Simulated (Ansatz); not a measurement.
# CdHg7Te8: the cost of one run

Method: DFT PBEsol, scalar-relativistic, plane waves, PAW, in Ansatz 0.2.0.

That is the level of the relaxation; later steps name their own.

**1. The system as given**

It takes space group F-43m (No. 216, cubic). Conventional cell: a = 12.853 Å, b = 12.853 Å, c = 12.853 Å, α = 90.00°, β = 90.00°, γ = 90.00°. Cd (site symmetry -43m) is surrounded by 4 Te at 2.78 Å. Around Hg (site symmetry 2mm) lie 4 Te at 2.78 Å. Around Hg (site symmetry -43m) lie 4 Te at 2.78 Å. Around Te (site symmetry 3m) lie 1 Cd at 2.78 Å and 3 Hg at 2.78 Å. Te (site symmetry 3m) is surrounded by 4 Hg at 2.78 Å.

Structure file:

```
Cd Hg Te
1.0
     0.00000    6.42662   -6.42662
     6.42662    6.42662    0.00000
     6.42662    0.00000   -6.42662
Cd Hg Te
1 7 8
Direct
  0.50000 0.00000 0.50000
  0.50000 0.50000 0.50000
  0.00000 0.00000 0.50000
  0.00000 0.50000 0.50000
  0.50000 0.00000 0.00000
  0.50000 0.50000 0.00000
  0.00000 0.00000 0.00000
  0.00000 0.50000 0.00000
  0.37500 0.37500 0.37500
  0.37500 0.87500 0.37500
  0.87500 0.37500 0.37500
  0.87500 0.87500 0.37500
  0.37500 0.37500 0.87500
  0.37500 0.87500 0.87500
  0.87500 0.37500 0.87500
  0.87500 0.87500 0.87500
```

(A quick probe on a coarse mesh, which set the mesh and smearing, is not shown.)

**3. Relaxing cell and atoms**

input.yaml

```yaml
crystal:
  lattice:
    - [0.0, 6.426625, -6.426625]
    - [6.426625, 6.426625, 0.0]
    - [6.426625, 0.0, -6.426625]
  atoms:
    - { symbol: Cd, position: [0.5, 0.0, 0.5] }
    - { symbol: Hg, position: [0.5, 0.5, 0.5] }
    - { symbol: Hg, position: [0.0, 0.0, 0.5] }
    - { symbol: Hg, position: [0.0, 0.5, 0.5] }
    - { symbol: Hg, position: [0.5, 0.0, 0.0] }
    - { symbol: Hg, position: [0.5, 0.5, 0.0] }
    - { symbol: Hg, position: [0.0, 0.0, 0.0] }
    - { symbol: Hg, position: [0.0, 0.5, 0.0] }
    - { symbol: Te, position: [0.375, 0.375, 0.375] }
    - { symbol: Te, position: [0.375, 0.875, 0.375] }
    - { symbol: Te, position: [0.875, 0.375, 0.375] }
    - { symbol: Te, position: [0.875, 0.875, 0.375] }
    - { symbol: Te, position: [0.375, 0.375, 0.875] }
    - { symbol: Te, position: [0.375, 0.875, 0.875] }
    - { symbol: Te, position: [0.875, 0.375, 0.875] }
    - { symbol: Te, position: [0.875, 0.875, 0.875] }
basis:
  ecutwfc: 420
kpoints:
  mp_grid: { grid: [6, 6, 6] }
hamiltonian:
  xc: pbesol
scf:
  occupations: { method: gaussian, width: 0.1 }
output:
  forces: true
  stress: true
  eigenvalues: true
relax:
  adjacent_minimum: "off"
  f_tol: 0.005
  max_steps: 80
  cell: { stress_tol: 0.05 }
```

Run with:

```sh
> ansatz run input.yaml --threads 4 --pin off --max-ram 10240MiB --backend cpu --events-out ev --progress --plain --runs-dir out
```

What time and memory should one allow on 4 threads of Intel Xeon at 2.70GHz, shared host?

About 4.7 min, with a peak of 2.7 GiB.
